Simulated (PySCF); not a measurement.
# [Ho(H2O)2]3+: other functionals and bases at one geometry

How far do other levels of theory move the description of [Ho(H2O)2]3+, and what does each cost? It is a constructed species; whether it can be made isn't addressed.

Method: several levels, as the steps say, no spin–orbit coupling; program: PySCF 2.14.0.

**1. The starting structure**

7 atoms, charge 3, spin multiplicity 1.

Bond lengths: Ho1–O2 2.193 Å, Ho1–O5 2.198 Å, O2–H3 0.994 Å, O2–H4 0.995 Å, O5–H6 0.995 Å, O5–H7 0.995 Å. Angles: O2–Ho1–O5 107.8°, Ho1–O2–H3 128.8°, Ho1–O2–H4 128.4°, H3–O2–H4 102.8°, Ho1–O5–H6 128.8°, Ho1–O5–H7 128.5°, H6–O5–H7 102.7°.

Geometry (Å):

```
atom    x (Å)    y (Å)    z (Å)
 Ho1  -0.8711  -0.7204  -0.0238
  O2   0.1168   0.0493   1.7762
  H3   0.8884   0.6723   1.8452
  H4  -0.0999  -0.1396   2.7291
  O5   0.1779   0.1031  -1.7709
  H6   0.9520  -0.2756  -2.2684
  H7  -0.0315   0.9272  -2.2874
```

Formal oxidation states: Ho +3. Each metal's 10 4f electrons lie in its core potential, so multiplicities, spins and levels count the valence alone. An earlier session relaxed this geometry at PBE0, Ho lcecp-1-SVP with ECP56, O def2-SVP, H def2-SVP (singlet, point group C1).

At PBE0 on the finer grid: E = -189.024912 Eh, HOMO -26.81 eV, LUMO -18.75 eV, Mulliken charge on Ho1 +2.21 e, largest force component 0.007 eV/Å. 

Levels to run: BLYP; r2SCAN; M06-L; CAM-B3LYP; PBE0, TZVP. Hardware: 2 threads of Arm Neoverse V2, shared host.

**2. BLYP**

run.py (the lines that set the calculation)

```python
mol = gto.M(atom='''
Ho    -0.87115    -0.72040    -0.02384
O      0.11679     0.04929     1.77621
H      0.88841     0.67225     1.84521
H     -0.09990    -0.13955     2.72909
O      0.17789     0.10305    -1.77086
H      0.95198    -0.27555    -2.26841
H     -0.03148     0.92718    -2.28740''',
    basis={'Ho': 'lcecp-1-SVP', 'O': 'def2-SVP', 'H': 'def2-SVP'},
    ecp={'Ho': 'lcecp-1-SVP'},
    charge=3, spin=0)
mf = dft.RKS(mol, xc='BLYP')
mf.grids.atom_grid = (75, 302)  # f atoms: unpruned, at least (60, 302)
mf = mf.density_fit()  # fitting sets: Ho AutoAux, O def2-universal-JKFIT, H def2-universal-JKFIT
mf.conv_tol = 1e-08; mf.max_cycle = 55
mf.kernel(dm0)  # dm0: the density of the relaxed state
```

Command:

```sh
> OMP_NUM_THREADS=2 python run.py
```

**3. r2SCAN**

Changes to run.py (the lines that set the calculation) since step 2:

```diff
@@ -11,3 +11,3 @@
     charge=3, spin=0)
-mf = dft.RKS(mol, xc='BLYP')
+mf = dft.RKS(mol, xc='R2SCAN')
 mf.grids.atom_grid = (75, 302)  # f atoms: unpruned, at least (60, 302)
```

**4. M06-L**

Changes to run.py (the lines that set the calculation) since step 3:

```diff
@@ -11,3 +11,3 @@
     charge=3, spin=0)
-mf = dft.RKS(mol, xc='R2SCAN')
+mf = dft.RKS(mol, xc='M06L')
 mf.grids.atom_grid = (75, 302)  # f atoms: unpruned, at least (60, 302)
```

**5. CAM-B3LYP**

Changes to run.py (the lines that set the calculation) since step 4:

```diff
@@ -11,3 +11,3 @@
     charge=3, spin=0)
-mf = dft.RKS(mol, xc='M06L')
+mf = dft.RKS(mol, xc='CAMB3LYP')
 mf.grids.atom_grid = (75, 302)  # f atoms: unpruned, at least (60, 302)
```

**6. PBE0, TZVP**

Basis: Ho lcecp-1-TZVP with ECP56, O def2-TZVP, H def2-TZVP. 

run.py (the lines that set the calculation)

```python
mol = gto.M(atom='''
Ho    -0.87115    -0.72040    -0.02384
O      0.11679     0.04929     1.77621
H      0.88841     0.67225     1.84521
H     -0.09990    -0.13955     2.72909
O      0.17789     0.10305    -1.77086
H      0.95198    -0.27555    -2.26841
H     -0.03148     0.92718    -2.28740''',
    basis={'Ho': 'lcecp-1-TZVP', 'O': 'def2-TZVP', 'H': 'def2-TZVP'},
    ecp={'Ho': 'lcecp-1-TZVP'},
    charge=3, spin=0)
mf = dft.RKS(mol, xc='PBE0')
mf.grids.atom_grid = (75, 302)  # f atoms: unpruned, at least (60, 302)
mf = mf.density_fit()  # fitting sets: Ho AutoAux, O def2-universal-JKFIT, H def2-universal-JKFIT
mf.conv_tol = 1e-08; mf.max_cycle = 55
mf.kernel(dm0)  # dm0: free metal ions and neutral atoms
```

**Question.** What will these runs give? Wanted: for each run, HOMO; gap; charge on Ho1; dipole; largest force.

**Answer**, as computed:

| level | state | HOMO (eV) | gap (eV) | charge on Ho1 (e) | dipole (D) | largest force (eV/Å) | basis functions | time |
| --- | --- | --- | --- | --- | --- | --- | --- | --- |
| PBE0 (relaxed here) | singlet | -26.81 | 8.06 | 2.21 | 3.38 | 0.01 | 81 | 7.2 s |
| BLYP | singlet | -24.94 | 5.17 | 2.09 | 3.71 | 0.56 | 81 | 3.3 s |
| r2SCAN | singlet | -25.40 | 6.27 | 2.20 | 3.44 | 0.12 | 81 | 4.8 s |
| M06-L | singlet | -25.34 | 6.24 | 2.26 | 3.29 | 0.23 | 81 | 4.7 s |
| CAM-B3LYP | singlet | -28.29 | 10.45 | 2.20 | 3.33 | 0.12 | 81 | 3.7 s |
| PBE0, TZVP | singlet | -26.78 | 8.11 | 2.38 | 3.42 | 0.28 | 133 | 8.1 s |

Times are on 2 threads of Arm Neoverse V2, shared host; the first row also made further properties. The dipole of a charged species depends on the origin, so these sizes hold for this origin alone.

In one basis the HOMO–LUMO gap runs from 5.17 eV (BLYP) to 10.45 eV (CAM-B3LYP); the widest gap comes with exact exchange. The largest leftover force, 0.56 eV/Å with BLYP, stands at a geometry relaxed at another level. The Mulliken charge on Ho spans +2.09 to +2.38 e over the levels. With 4f in the core, its levels are missing from HOMO and gap. Total energies of different levels can't be compared. Spin–orbit coupling is left out throughout.
